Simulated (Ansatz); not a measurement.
# Al2BAs3: a trial structure relaxed, part 2 of 2

Aim: relax a trial structure of Al2BAs3 and see where it ends.

Ansatz 0.2.0; DFT PBE, scalar-relativistic, plane waves, PAW. Earlier steps stand in the parts before.

### 4 Full relaxation

The end of the coarse run is made exact in the group found at a tolerance of 0.06 Å and reduced to its primitive cell.

input.yaml reads:

```yaml
crystal:
  lattice:
    - [3.8409984839, 0.0, 0.0]
    - [-1.9204992419, 3.3264022629, 0.0]
    - [0.0, 0.0, 9.545999117]
  atoms:
    - { symbol: Al, position: [0.0, 0.0, 0.9886349814] }
    - { symbol: Al, position: [0.3333333333, 0.6666666667, 0.3439093343] }
    - { symbol: B, position: [0.6666666667, 0.3333333333, 0.6602008223] }
    - { symbol: As, position: [0.0, 0.0, 0.728487643] }
    - { symbol: As, position: [0.6666666667, 0.3333333333, 0.4419766307] }
    - { symbol: As, position: [0.3333333333, 0.6666666667, 0.0867905884] }
basis:
  ecutwfc: 420
kpoints:
  mp_grid: { grid: [12, 12, 4] }
hamiltonian:
  xc: pbe
scf:
  occupations: { method: gaussian, width: 0.02 }
output:
  forces: true
  stress: true
  eigenvalues: true
relax:
  adjacent_minimum: "off"
  f_tol: 0.01
  max_steps: 80
  cell: { stress_tol: 0.05 }
```

On the command line:

```
$ ansatz run input.yaml --threads 1 --pin off --max-ram 2560MiB --backend cpu --events-out ev --progress --plain --runs-dir out
```

The log of the run, cut to the lines that bear on the results:

```text
Warning: RAYON_NUM_THREADS=1 ignored (pool sized by the plan → 1); use --threads N
[...]
Pseudopotentials: kind: paw
Pseudopotential: Al, paw, valence charge 3, recommended cutoff 420 eV (normal), Al.paw.azcp
Pseudopotential: B, paw, valence charge 3, recommended cutoff 420 eV (normal), B.paw.azcp
Pseudopotential: As, paw, valence charge 15, recommended cutoff 420 eV (normal), As.paw.azcp
Functional definition: PBE
[...]
Crystal: 6 atoms, lattice volume = 121.966 Å³
Basis set: ecut = 420 eV, 2383 PW (Γ), exchange–correlation on 54×54×128 points (8 copies of the dense FFT grid, shifted against one another)
Bands: 33, of which v1, the nominal top of the filled ones, is band 27 counted from 1 (26 counted from 0)
Symmetry: 6 space group operations
Space group: P3m1 (ITA 156), of the structure as read, at distance tolerance 5.0e-5 Å
k-points: 69 of 576 (time reversal used)
[...]
--- Relaxed structure (3 steps of the walk, 3 accepted, 1 SCFs on fresh bases) ---
  F+E_penalty+E_count = -15800.13509482 eV   max|allowed force component| = 9.917e-3 eV/Å   (the final SCF, on the basis selected at the relaxed cell)
  cell:  # Å, volume = 122.0556 Å³
    - [3.838889785013084, -2.8851666380978363e-11, -1.8222779884409559e-19]
    - [-1.9194448924815555, 3.324576076164339, 9.111389942323108e-20]
    - [-4.528891157245847e-19, 6.799537107799026e-30, 9.563477634888033]
  atoms:
    - { symbol: Al, position: [1.6202694470771058e-20, -1.4024954319878904e-31, 0.9884588158380501] }
    - { symbol: Al, position: [0.33333333333333326, 0.6666666666666665, 0.34383973631450304] }
    - { symbol: B, position: [0.6666666666666667, 0.33333333333333326, 0.6601562548461717] }
    - { symbol: As, position: [-3.0658979317435457e-21, 2.610317759808581e-32, 0.7285209773094877] }
    - { symbol: As, position: [0.6666666666666667, 0.33333333333333326, 0.44222190625749425] }
    - { symbol: As, position: [0.33333333333333326, 0.6666666666666665, 0.08680230953429259] }
```

Run time: 83 s. Hardware: 1 thread of Intel Xeon Platinum 8259CL at 2.50GHz (Skylake/Cascade Lake), shared host; peak memory 0.56 GiB.

Step by step:

```
step  energy from step 1 (eV/cell)  largest force component (eV/Å)  pressure (GPa)  volume (Å³)
   1                        0.0000                          0.0115            0.08       121.97
   2                        0.0000                          0.0535            0.00       122.06
   3                       -0.0002                          0.0099            0.00       122.06
   4                       -0.0002                          0.0099            0.00       122.06
```

Step 1 is the start. Step 4 repeats the geometry before it on a plane-wave basis chosen anew for that cell, so its energy need not be comparable with the rows above.

|  | before | after | change |
| --- | --- | --- | --- |
| a (Å) | 3.841 | 3.839 | -0.1 % |
| b (Å) | 3.841 | 3.839 | -0.1 % |
| c (Å) | 9.546 | 9.563 | +0.2 % |
| volume (Å³/atom) | 20.33 | 20.34 | +0.1 % |
| shortest distance (Å) | 2.083 | 2.084 | +0.1 % |
| space group (0.01 Å) | P3m1 | P3m1 | same |

Forces and stress were held to the start's 6 operations: a distortion of lower symmetry was not tested.

### 5 Variant: ecutwfc 40.4 Ry, occupations.width 0.025, dr2_threshold 1.0e-08

Edit input.yaml of step 4 so:

```diff
@@ -13,3 +13,3 @@
 basis:
-  ecutwfc: 420
+  ecutwfc: "40.4 Ry"
 kpoints:
@@ -19,7 +19,8 @@
 scf:
-  occupations: { method: gaussian, width: 0.02 }
+  occupations: { method: gaussian, width: 0.025 }
+  convergence: { dr2_threshold: 1.0e-08 }
 output:
   forces: true
+  eigenvalues: true
   stress: true
-  eigenvalues: true
 relax:
```

On the command line:

```
$ ansatz run input.yaml --threads 1 --pin off --max-ram 2560MiB --backend cpu --events-out ev --progress --plain --runs-dir out
```

The log of the run, cut to the lines that bear on the results:

```text
Warning: relax.cell: scf.convergence.dr2_threshold = 1e-8 eV is looser than the 6e-10 eV advised for a relaxation that steers and ends on the stress (1e-10 eV for each atom of the cell: 6). What an SCF threshold leaves in a stress goes as its square root, and in the free energy as the [...]
Warning: RAYON_NUM_THREADS=1 ignored (pool sized by the plan → 1); use --threads N
[...]
[... 5 set-up lines as earlier in the session ...]
[...]
Crystal: 6 atoms, lattice volume = 121.966 Å³
Basis set: ecut = 549.6700021689576 eV, 3643 PW (Γ), exchange–correlation on 60×60×150 points (8 copies of the dense FFT grid, shifted against one another)
Bands: 33, of which v1, the nominal top of the filled ones, is band 27 counted from 1 (26 counted from 0)
[... 1 set-up line as earlier in the session ...]
[...]
        0.000000      -0.008083      -0.000000
        0.000000      -0.000000       0.020230
  P = ⅓ Tr σ = 0.0014 GPa (0.014 kbar)
--- Band table (eV; the first three rows and the last of 69) ---
[...]
--- Relaxed structure (3 steps of the walk, 3 accepted, 1 SCFs on fresh bases) ---
  F+E_penalty+E_count = -15800.13888338 eV   max|allowed force component| = 9.773e-3 eV/Å   (the final SCF, on the basis selected at the relaxed cell)
  cell:  # Å, volume = 122.0538 Å³
    - [3.838847018552759, -2.8851344963393636e-11, -1.817021166298942e-19]
    - [-1.9194235092513934, 3.324539039323267, 9.085105831612934e-20]
    - [-4.515826424276913e-19, 6.786685409281814e-30, 9.563548618992776]
  atoms:
    - { symbol: Al, position: [1.6325043736107618e-20, -1.4149564972002158e-31, 0.9884574855823253] }
    - { symbol: Al, position: [0.33333333333333326, 0.6666666666666666, 0.343839490353946] }
    - { symbol: B, position: [0.6666666666666667, 0.33333333333333326, 0.660156321942582] }
    - { symbol: As, position: [-2.908339851962963e-21, 2.5066126562195254e-32, 0.7285192642420895] }
    - { symbol: As, position: [0.6666666666666667, 0.33333333333333326, 0.442224635733962] }
    - { symbol: As, position: [0.33333333333333326, 0.6666666666666666, 0.08680280224509529] }
```

Run time: 2.1 min. Hardware: 1 thread of Intel Xeon Platinum 8259CL at 2.50GHz (Skylake/Cascade Lake), shared host; peak memory 0.68 GiB.

```csv
run,ending,energy change,pressure (GPa),gap (eV),force (eV/Å),cycles,time
step 4,converged,0,0.0,0.34,0.01,-,83 s
variant,converged,-0.6 meV/atom (σ→0),0.0,0.34,0.01,-,2.1 min
```

Changing the cutoff, smearing and convergence setting moves the energy by -0.6 meV/atom (σ→0 values). More than one kind of setting changed, and this run alone doesn't tell their shares apart. Cost: 2.1 min against 83 s.

### 6 Outcome

What follows sums up all 2 parts. Changes of volume or cell count from the first structure of part 1.

```
                              quantity                                                                       value
symmetry at the end (tolerance 0.02 Å)                                                  space group P3m1 (No. 156)
                     conventional cell  a = 3.839 Å, b = 3.839 Å, c = 9.563 Å, α = 90.00°, β = 90.00°, γ = 120.00°
                                volume                                                               20.34 Å³/atom
              energy over the elements                                                               -0.13 eV/atom
                       gap on the mesh                                                                     0.34 eV
```

**Reading.** The space group P3m1 (No. 156) is kept, and the volume per atom grows by 10.4 % from the first guess. It lies below the elements, which doesn't yet make it stable: competing phases were not computed in this session. No finished test with a distortion of lower symmetry is shown, so the end may be a saddle point.
